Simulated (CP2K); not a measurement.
# C2H2F3I (1,1,1-trifluoro-2-iodoethane), step by step, part 1 of 2

Aim: a series of 8 runs (HF/DZVP-MOLOPT-PBE0-GTH, UHF/DZVP-MOLOPT-PBE0-GTH) of C2H2F3I. The setting varied is the cutoff. 

The calculation is run with CP2K 2026.2.

8 further runs of the same task are left out: 8 set aside as unsound or not needed.

## Step 1: Starting point

C2H2F3I has 8 atoms, charge 0, and is taken as a singlet. SMILES: `FC(F)(F)CI`. The shape is that of a GFN2-xTB optimisation.

Bond lengths: F1–C2 1.335 Å, C2–F3 1.336 Å, C2–F4 1.344 Å, C2–C5 1.510 Å, C5–I6 2.134 Å, C5–H7 1.088 Å, C5–H8 1.088 Å. Some angles: F1–C2–F3 107.2°, F1–C2–F4 106.6°, F1–C2–C5 112.9°, F3–C2–F4 106.6°, F3–C2–C5 112.9°, F4–C2–C5 110.2°, C2–C5–I6 110.5°, C2–C5–H7 109.1°, C2–C5–H8 109.1°, I6–C5–H7 108.6°.

## Step 2: Energy and forces at HF/DZVP-MOLOPT-PBE0-GTH (core potential, admm exchange PBEX, admm type ADMM2) (run 1)

qs.inp reads:

```
&GLOBAL
    PROJECT_NAME qs
    RUN_TYPE ENERGY_FORCE
    PRINT_LEVEL MEDIUM
&END GLOBAL

&FORCE_EVAL
    METHOD QUICKSTEP
    &DFT
        BASIS_SET_FILE_NAME BASIS_MOLOPT_UZH
        BASIS_SET_FILE_NAME BASIS_ADMM_UZH
        POTENTIAL_FILE_NAME POTENTIAL_UZH
        # Quickstep
        &QS
            METHOD GPW
            EPS_DEFAULT 1.0E-10
        &END QS
        &MGRID
            CUTOFF 350
            REL_CUTOFF 50
            NGRIDS 4
        &END MGRID
        # isolated system
        &POISSON
            PERIODIC NONE
            POISSON_SOLVER MULTIPOLE
        &END POISSON
        # self-consistent field
        &SCF
            SCF_GUESS ATOMIC
            EPS_SCF 1.0E-06
            MAX_SCF 80
            ADDED_MOS 3
            &DIAGONALIZATION
                ALGORITHM STANDARD
            &END DIAGONALIZATION
            &MIXING
                METHOD DIRECT_P_MIXING
                ALPHA 0.4
            &END MIXING
        &END SCF
        &XC
            &XC_FUNCTIONAL NONE
            &END XC_FUNCTIONAL
            # exact exchange
            &HF
                FRACTION 1
                &SCREENING
                    EPS_SCHWARZ 1.0E-09
                &END SCREENING
                &MEMORY
                    MAX_MEMORY 1750
                &END MEMORY
            &END HF
        &END XC
        &AUXILIARY_DENSITY_MATRIX_METHOD
            ADMM_TYPE ADMM2
            EXCH_CORRECTION_FUNC PBEX
        &END AUXILIARY_DENSITY_MATRIX_METHOD
        # extra output
        &PRINT
            &MOMENTS
                PERIODIC F
                REFERENCE COM
                MAX_MOMENT 1
            &END MOMENTS
            &MO ON
                ENERGIES T
                OCCUPATION_NUMBERS T
                NDIGITS 6
                &EACH
                    QS_SCF 0
                &END EACH
                ADD_LAST NUMERIC
            &END MO
            &HIRSHFELD OFF
            &END HIRSHFELD
        &END PRINT
    &END DFT
    &SUBSYS
        &CELL
            ABC 9.6 10.9 9.5
            PERIODIC NONE
        &END CELL
        &COORD
            F      4.060020     4.167560     5.997395
            C      4.928920     4.540690     5.054595
            F      6.099740     4.758370     5.659045
            F      5.103180     3.477910     4.249825
            C      4.451580     5.728820     4.253285
            I      4.171110     7.422090     5.522185
            H      3.500260     5.483930     3.784935
            H      5.199130     5.975830     3.502605
        &END COORD
        &KIND F
            BASIS_SET ORB DZVP-MOLOPT-PBE0-GTH-q7
            BASIS_SET AUX_FIT admm-dzp-q7
            POTENTIAL GTH-PBE0-q7
        &END KIND
        &KIND C
            BASIS_SET ORB DZVP-MOLOPT-PBE0-GTH-q4
            BASIS_SET AUX_FIT admm-dzp-q4
            POTENTIAL GTH-PBE0-q4
        &END KIND
        &KIND I
            BASIS_SET ORB DZVP-MOLOPT-PBE0-GTH-q7
            BASIS_SET AUX_FIT admm-dzp-q7
            POTENTIAL GTH-PBE0-q7
        &END KIND
        &KIND H
            BASIS_SET ORB DZVP-MOLOPT-PBE0-GTH-q1
            BASIS_SET AUX_FIT admm-dzp-q1
            POTENTIAL GTH-PBE0-q1
        &END KIND
    &END SUBSYS
    # extra output
    &PRINT
        &FORCES ON
        &END FORCES
    &END PRINT
&END FORCE_EVAL
```

On the command line:

```sh
$ OMP_NUM_THREADS=2 cp2k.psmp qs.inp > qs.out
```

What it wrote:

```text
CP2K| version string:                                       CP2K version 2026.2
[...]
 GLOBAL| Method name                                                        CP2K
[...]
 GLOBAL| Run type                                                   ENERGY_FORCE
[...]
 DFT| Spin restricted Kohn-Sham (RKS) calculation                            RKS
 DFT| Multiplicity                                                             1
[...]
 DFT| Charge                                                                   0
[...]
 QS| Method:                                                                 GPW
[...]
 QS| Density cutoff [a.u.]:                                                175.0
[...]
 QS| Relative density cutoff [a.u.]:                                        25.0
[...]
                             - Atoms:                                          8
[...]
                             - Spherical basis functions:                     88
[...]
 Number of electrons:                                                         38
[...]
     1 P_Mix/Diag. 0.40E+00    2.3     1.57713785       -91.2259901541 -9.12E+01
[...]
  *** SCF run converged in    18 steps ***
[...]
  Overlap energy of the core charge distribution:               0.00000077472072
  Self energy of the core charge distribution:               -250.98043715927835
  Core Hamiltonian energy:                                     68.03054119400110
  Hartree energy:                                             106.54241257006005
  Exchange-correlation energy:                                 -1.21523360806349
  Hartree-Fock Exchange energy:                               -17.25081234675364
  Total energy:                                               -94.87352857531361
[...]
 ENERGY| Total FORCE_EVAL ( QS ) energy [hartree]            -94.873528575313983
[...]
```

It took 32 s on 2 threads of Arm Neoverse V1, shared host; peak memory 1 GiB.

## Step 3: The triplet: energy and forces at UHF/DZVP-MOLOPT-PBE0-GTH (core potential, admm exchange PBEX, admm type ADMM2) (run 2)

mol.inp reads:

```
&GLOBAL
  PROJECT_NAME mol
  RUN_TYPE ENERGY_FORCE
  PRINT_LEVEL MEDIUM
&END GLOBAL

&FORCE_EVAL
  METHOD QS
  &DFT
    BASIS_SET_FILE_NAME BASIS_MOLOPT_UZH
    BASIS_SET_FILE_NAME BASIS_ADMM_UZH
    POTENTIAL_FILE_NAME POTENTIAL_UZH
    CHARGE 0
    MULTIPLICITY 3
    LSD T
    &QS
      METHOD GPW
      EPS_DEFAULT 1.0E-10
    &END QS
    &MGRID
      CUTOFF 350
      REL_CUTOFF 50
      NGRIDS 4
    &END MGRID
    &POISSON
      PERIODIC NONE
      POISSON_SOLVER MULTIPOLE
    &END POISSON
    &SCF
      SCF_GUESS ATOMIC
      EPS_SCF 1.0E-06
      MAX_SCF 30
      &OT ON
        MINIMIZER DIIS
        PRECONDITIONER FULL_SINGLE_INVERSE
      &END OT
      &OUTER_SCF
        EPS_SCF 1.0E-06
        MAX_SCF 8
      &END OUTER_SCF
    &END SCF
    &XC
      &XC_FUNCTIONAL NONE
      &END XC_FUNCTIONAL
      &HF
        FRACTION 1
        &SCREENING
          EPS_SCHWARZ 1.0E-09
          SCREEN_ON_INITIAL_P F
        &END SCREENING
        &INTERACTION_POTENTIAL
          POTENTIAL_TYPE COULOMB
        &END INTERACTION_POTENTIAL
        &MEMORY
          MAX_MEMORY 1750
        &END MEMORY
      &END HF
    &END XC
    &AUXILIARY_DENSITY_MATRIX_METHOD
      ADMM_TYPE ADMM2
      EXCH_CORRECTION_FUNC PBEX
    &END AUXILIARY_DENSITY_MATRIX_METHOD
    &PRINT
      &MOMENTS
        PERIODIC F
        REFERENCE COM
        MAX_MOMENT 1
      &END MOMENTS
      &MO_CUBES
        NLUMO 1
        NHOMO -1
        WRITE_CUBE F
      &END MO_CUBES
      &HIRSHFELD OFF
      &END HIRSHFELD
    &END PRINT
  &END DFT
  &SUBSYS
    &CELL
      ABC [angstrom] 9.6 10.9 9.5
      PERIODIC NONE
    &END CELL
    &COORD
      F      4.060020     4.167560     5.997395
      C      4.928920     4.540690     5.054595
      F      6.099740     4.758370     5.659045
      F      5.103180     3.477910     4.249825
      C      4.451580     5.728820     4.253285
      I      4.171110     7.422090     5.522185
      H      3.500260     5.483930     3.784935
      H      5.199130     5.975830     3.502605
    &END COORD
    &KIND F
      BASIS_SET ORB DZVP-MOLOPT-PBE0-GTH-q7
      BASIS_SET AUX_FIT admm-dzp-q7
      POTENTIAL GTH-PBE0-q7
    &END KIND
    &KIND C
      BASIS_SET ORB DZVP-MOLOPT-PBE0-GTH-q4
      BASIS_SET AUX_FIT admm-dzp-q4
      POTENTIAL GTH-PBE0-q4
    &END KIND
    &KIND I
      BASIS_SET ORB DZVP-MOLOPT-PBE0-GTH-q7
      BASIS_SET AUX_FIT admm-dzp-q7
      POTENTIAL GTH-PBE0-q7
    &END KIND
    &KIND H
      BASIS_SET ORB DZVP-MOLOPT-PBE0-GTH-q1
      BASIS_SET AUX_FIT admm-dzp-q1
      POTENTIAL GTH-PBE0-q1
    &END KIND
  &END SUBSYS
  &PRINT
    &FORCES ON
    &END FORCES
  &END PRINT
&END FORCE_EVAL
```

On the command line:

```sh
$ OMP_NUM_THREADS=2 cp2k.psmp mol.inp > mol.out
```

What it wrote:

```text
CP2K| version string:                                       CP2K version 2026.2
[...]
 GLOBAL| Method name                                                        CP2K
[...]
 GLOBAL| Run type                                                   ENERGY_FORCE
[...]
 DFT| Spin unrestricted (spin-polarized) Kohn-Sham calculation               UKS
 DFT| Multiplicity                                                             3
[...]
 DFT| Charge                                                                   0
[...]
 QS| Method:                                                                 GPW
[...]
 QS| Density cutoff [a.u.]:                                                175.0
[...]
 QS| Relative density cutoff [a.u.]:                                        25.0
[...]
                             - Atoms:                                          8
[...]
                             - Spherical basis functions:                     88
[...]
 Number of electrons:                                                         20
[...]
     1 OT DIIS     0.80E-01    3.4     0.07251934       -91.1511602587 -9.12E+01
[...]
  *** SCF run converged in    26 steps ***
[...]
  Overlap energy of the core charge distribution:               0.00000077472072
  Self energy of the core charge distribution:               -250.98043715927835
  Core Hamiltonian energy:                                     68.33116236625129
  Hartree energy:                                             106.44761934458130
  Exchange-correlation energy:                                 -1.23273885516766
  Hartree-Fock Exchange energy:                               -17.28917610887288
  Total energy:                                               -94.72356963776559
[...]
 HOMO - LUMO gap [eV] :    8.746186
[...]
 ENERGY| Total FORCE_EVAL ( QS ) energy [hartree]            -94.723569637991844
[...]
```

It took 2.6 min on 2 threads of Arm Neoverse V1, shared host; peak memory 1.3 GiB.

Runs 3 to 4 aren't shown in full; the table further down has their settings and results.

(Continued in part 2 of 2.)
